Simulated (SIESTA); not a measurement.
Write the native input for SIESTA 5.4.2 that does the following.

| Quantity | Value |
| --- | --- |
| Task | single point |
| Functional | PBEsol |
| Potentials or basis | PseudoDojo 0.4 standard (PBEsol files) |
| Basis | DZP (energy shift 0.003 Ry; two zetas on semicore shells) |
| Grid cutoff | 800 Ry |
| Energy shift | 0.003 Ry |
| k mesh | 8 × 8 × 5 |
| Occupations | fermi-dirac, width 0.05 eV |
| Spin | collinear spin, ferromagnetic start |
| Starting moments | [0.0, 0.0, 1.0, 1.0, 3.0, 3.0] μB |

FeNiGe:

```
Ge Ni Fe
1.0
     4.06887    0.00000    0.00000
    -2.03443    3.52374    0.00000
     0.00000    0.00000    5.08328
Ge Ni Fe
2 2 2
Direct
  0.33509 0.67181 0.24445
  0.66292 0.32494 0.75155
  0.32544 0.65858 0.75003
  0.67305 0.33752 0.24238
  0.00253 0.99967 0.99070
  0.99763 0.98909 0.49891
```

The cell comes from a database or a generator and needn't be the stable form of this composition.

The cell isn't the ideal one: atoms moved at random, drawn with an rms of 0.05 Å.

One way to write it, as run:

FeNiGe.fdf

```
SystemName                      FeNiGe
SystemLabel                     FeNiGe
NumberOfSpecies                 3
NumberOfAtoms                   6
%block ChemicalSpeciesLabel
  1  32 Ge
  2  28 Ni
  3  26 Fe
%endblock ChemicalSpeciesLabel

LatticeConstant                 1.0 Ang
%block LatticeVectors
     4.0688679772     0.0000000000     0.0000000000
    -2.0344339886     3.5237430329     0.0000000000
     0.0000000000     0.0000000000     5.0832790000
%endblock LatticeVectors
AtomicCoordinatesFormat         Fractional
%block AtomicCoordinatesAndAtomicSpecies
     0.3350880000     0.6718110000     0.2444490000  1  Ge
     0.6629180000     0.3249430000     0.7515530000  1  Ge
     0.3254370000     0.6585770000     0.7500270000  2  Ni
     0.6730490000     0.3375220000     0.2423780000  2  Ni
     0.0025310000    -0.0003340000    -0.0092990000  3  Fe
    -0.0023680000    -0.0109130000     0.4989120000  3  Fe
%endblock AtomicCoordinatesAndAtomicSpecies

%block kgrid.MonkhorstPack
    8   0   0  0.0
    0   8   0  0.0
    0   0   5  0.0
%endblock kgrid.MonkhorstPack
XC.Functional                   GGA
XC.Authors                      PBEsol
PAO.BasisSize                   DZP
PAO.EnergyShift                 0.003 Ry
Mesh.Cutoff                     800 Ry
Spin                            polarized
%block DM.InitSpin
    1   0.000
    2   0.000
    3   1.000
    4   1.000
    5   3.000
    6   3.000
%endblock DM.InitSpin
OccupationFunction              FD
ElectronicTemperature           0.05 eV
MaxSCFIterations                200
SCF.MustConverge                false
SCF.Mixer.Method                Pulay
SCF.Mixer.Weight                0.1
SCF.Mixer.History               10
SCF.DM.Tolerance                5.0e-05
SCF.H.Tolerance                 1.0e-03 eV
WriteForces                     true
Charge.Mulliken                 end
%block PAO.Basis
  Ge 4
  n=4 0 2
    5.960 0.000
  n=4 1 2
    8.130 0.000
  n=3 2 2
    3.189 0.000
  n=4 2 1
    8.130
  Ni 5
  n=3 0 2
    2.437 0.000
  n=4 0 2
    7.067 0.000
  n=3 1 2
    2.721 0.000
  n=4 1 1
    7.067
  n=3 2 2
    4.466 0.000
  Fe 5
  n=3 0 2
    2.625 0.000
  n=4 0 2
    7.520 0.000
  n=3 1 2
    2.943 0.000
  n=4 1 1
    7.520
  n=3 2 2
    4.859 0.000
%endblock PAO.Basis
```

Potentials or basis: PseudoDojo 0.4 standard (PBEsol files), DZP (energy shift 0.003 Ry; two zetas on semicore shells).

Launch:

```sh
$ siesta < FeNiGe.fdf > FeNiGe.out 2>&1
```

Results of the run:

| Quantity | Value |
| --- | --- |
| Pressure | -4.2 GPa |
| Largest force | 0.325 eV/Å |
| Band gap on the k mesh | none (metal or under the smearing width) |
| Net moment | 4.88 μB per cell |
| Site moments | Ge -0.18, -0.17; Ni +0.07, +0.06; Fe +2.51, +2.58 μB |

Caveat: short orbitals over semicore shells can move pressures by several GPa; the basis of atomic orbitals isn't converged, which shifts pressures, moduli and gaps.

It took 8.9 min on 1 thread of Arm Neoverse V2, on a shared host, peak memory 0.57 GiB.
